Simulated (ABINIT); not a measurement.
The system is AlO2.

```xyz
6
Lattice="1.4882 -5.4028 0.0000 1.4882 5.4028 0.0000 0.0000 0.0000 3.6466" Properties=species:S:1:pos:R:3 pbc="T T T"
Al    1.4882   -1.8168    2.7350
Al    1.4882    1.8168    0.9117
O     1.4882    4.7429    2.7350
O     1.4882   -4.7429    0.9117
O     1.4882    2.2240    2.7350
O     1.4882   -2.2240    0.9117
```

The cell comes from a database or a generator and needn't be the stable form of this composition.

Base run:

| Property | Result |
| --- | --- |
| Program | ABINIT 10.8.3 (patched build) |
| Functional | PBE |
| Potentials or basis | JTH PAW PBE v2.0 |
| Cutoff | 626 eV |
| k mesh | 9 × 9 × 7 |
| Occupations | fermi-dirac, width 0.05 eV |
| Spin | no spin polarisation |

Its results: band gap on the k mesh none (metal or under the smearing width); pressure -1.2 GPa; largest force 0.719 eV/Å.

**Question.** The run is repeated on the same cell with these changes: functional from PBE to r2SCAN; cutoff from 626 eV to 762 eV; fine-grid cutoff from 1224.51 eV to 1360.57 eV. What comes out?

**Answer.** Band gap on the k mesh none (metal or under the smearing width); pressure -7.8 GPa; largest force 0.803 eV/Å.

Caveats: the PAW data sets were made with another functional, which shifts forces and pressure a little (some runs).
